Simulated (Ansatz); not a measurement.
# ZrPbO3: the cost of one run

Program: Ansatz 0.2.0. Level of theory: DFT r2SCAN, scalar-relativistic, plane waves, PAW. These are calculated values, not measurements.

1 further run of the same task is left out (set aside as unsound or not needed). Runs told in other sessions of the task aren't counted.

## 1. The starting structure

The structure is cubic, space group Pm-3m (No. 221). The conventional cell has a = 4.160 Å, b = 4.160 Å, c = 4.160 Å, α = 90.00°, β = 90.00°, γ = 90.00°. Around Zr (site symmetry m-3m) lie 6 O at 2.08 Å. Around Pb (site symmetry m-3m) lie 12 O at 2.94 Å. O (site symmetry 4/mmm) is surrounded by 2 Zr at 2.08 Å and 4 Pb at 2.94 Å.

Structure file:

```xyz
5
Lattice="4.1596 0.0000 0.0000 0.0000 4.1596 0.0000 0.0000 0.0000 4.1596" Properties=species:S:1:pos:R:3 pbc="T T T"
Zr    0.0000    0.0000    0.0000
Pb    2.0798    2.0798    2.0798
O     2.0798    0.0000    0.0000
O     0.0000    0.0000    2.0798
O     0.0000    2.0798    0.0000
```

It goes back to an entry of the Materials Project, which need not be the stable form.

This cell was relaxed beforehand with the same method: volume 14.39 Å³/atom, gap on the mesh 2.85 eV.

## 2. Zero of energy

Reference values: F = -17827.1032 eV; pressure 0.00 GPa; largest force 0.000 eV/Å; gap on the mesh 2.85 eV. It was computed beforehand with the settings of the runs below.

## 3. Normal modes

File input.yaml:

```yaml
crystal:
  lattice:
    - [4.1595502795, 0.0, 0.0]
    - [0.0, 4.1595502795, 0.0]
    - [0.0, 0.0, 4.1595502795]
  atoms:
    - { symbol: Zr, position: [0.0, 0.0, 0.0] }
    - { symbol: Pb, position: [0.5, 0.5, 0.5] }
    - { symbol: O, position: [0.5, 0.0, 0.0] }
    - { symbol: O, position: [0.0, 0.0, 0.5] }
    - { symbol: O, position: [0.0, 0.5, 0.0] }
basis:
  ecutwfc: 500
kpoints:
  mp_grid: { grid: [6, 6, 6] }
hamiltonian:
  xc: r2scan
scf:
  occupations: { method: gaussian, width: 0.05 }
output:
  eigenvalues: true
phonons:
  method: fd
  supercell: [1, 1, 1]
  amplitude: 0.02
  eigenvectors: true
  dielectric: false
```

Run with:

```console
ansatz run input.yaml --threads 2 --pin off --max-ram 5120MiB --backend cpu --events-out ev --progress --plain --runs-dir out
```

**Question.** How long does this run take on 2 threads of Oxide Virtual Turin-like (Zen 5), shared host, and how much memory does it need?

About 32 s, with a peak of 0.91 GiB.
